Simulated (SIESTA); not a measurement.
Crystal: ScSi2.

```
Sc Si
1.0
     3.66000    0.00000    0.00000
    -1.83000    3.16965    0.00000
     0.00000    0.00000    3.87000
Sc Si
1 2
Direct
  0.00000 0.00000 0.00000
  0.66667 0.33333 0.50000
  0.33333 0.66667 0.50000
```

| Property | Result |
| --- | --- |
| Program | SIESTA 5.4.2 |
| Task | single point |
| Functional | PBE |
| Potentials or basis | PseudoDojo 0.4 standard (PBE files) |
| Basis | DZP (energy shift 0.002 Ry; radii capped at 9.5 bohr) |
| Grid cutoff | 800 Ry |
| Energy shift | 0.002 Ry |
| k mesh | 8 × 8 × 7 |
| Occupations | fermi-dirac, width 0.05 eV |
| Spin | no spin polarisation |

On this cell: pressure 26.1 GPa; largest force under 0.003 eV/Å; band gap on the k mesh none (metal or under the smearing width).

The same run follows on a disturbed copy (atoms moved at random, drawn with an rms of 0.05 Å):

```
Sc Si
1.0
     3.66000    0.00000    0.00000
    -1.83000    3.16965    0.00000
     0.00000    0.00000    3.87000
Sc Si
1 2
Direct
  0.99981 0.00282 0.98772
  0.67459 0.34644 0.50953
  0.32321 0.67437 0.50000
```

Q: What changes?

A: The energy (extrapolated to zero smearing) moves by +23.5 meV/atom; pressure 26.6 GPa; largest force 1.734 eV/Å; band gap on the k mesh none (metal or under the smearing width).

Forces in eV/Å, atoms in the order of the input:
```
Sc  -0.086  0.121  0.641
Si  -1.521 -0.627 -0.232
Si   1.607  0.506 -0.409
```

Stress tensor (GPa, compression positive):
```
41.74  5.86 -0.22
 5.86 37.83  0.10
-0.22  0.10  0.32
```

Caveats: semicore shells carry a single zeta, which can move pressures by several GPa and volumes by a few percent; the basis of atomic orbitals isn't converged, which shifts pressures, moduli and gaps; so large a pressure means that the cell lies far from this level's equilibrium, or that cutoff or potentials fall short (some runs).
